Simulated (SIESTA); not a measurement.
HPbNO4:

```
CELL_PARAMETERS angstrom
4.12040 -0.00081 -0.01120
0.00404 6.42722 0.05360
0.02791 3.20707 7.74994
ATOMIC_POSITIONS crystal
H 0.90366 0.21821 0.48851
H 0.40337 0.78177 0.51142
Pb 0.39455 0.30863 0.70725
Pb 0.89489 0.69135 0.29266
N 0.63409 0.19990 0.20730
N 0.13386 0.80012 0.79275
O 0.90829 0.32866 0.54369
O 0.53792 0.39076 0.19497
O 0.53483 0.11279 0.10602
O 0.83718 0.08887 0.32672
O 0.40817 0.67132 0.45624
O 0.03774 0.60924 0.80520
O 0.03429 0.88737 0.89397
O 0.33716 0.91101 0.67330
```

The cell was built by a generator and needn't be a form met in nature.

Base run:

| Property | Result |
| --- | --- |
| Program | SIESTA 5.4.2 |
| Functional | PBE |
| Potentials or basis | PseudoDojo 0.4 standard (PBE files) |
| Basis | DZP (energy shift 0.003 Ry; two zetas on semicore shells) |
| Grid cutoff | 800 Ry |
| Energy shift | 0.003 Ry |
| k mesh | 7 × 5 × 4 |
| Occupations | fermi-dirac, width 0.05 eV |
| Spin | no spin polarisation |

Its results: band gap on the k mesh 3.25 eV, indirect (least direct gap 3.31 eV); pressure 2.8 GPa; largest force 1.387 eV/Å.

Problem. The run is repeated on the same cell with these changes: functional from PBE to LDA; potentials or basis from PseudoDojo 0.4 standard (PBE files) to PseudoDojo 0.4 standard (LDA files). What comes out?

Solution. Band gap on the k mesh 3.15 eV, indirect (least direct gap 3.21 eV); pressure -2.8 GPa; largest force 1.023 eV/Å.

Caveats: spin-orbit coupling is left out, which as a rule narrows the gap of such compounds by several tenths of an eV; the basis of atomic orbitals isn't converged, which shifts pressures, moduli and gaps; forces of over 1 eV/Å show positions far from the minimum, so gaps and moduli don't describe the material at rest.

Not every run made on this cell is shown here.
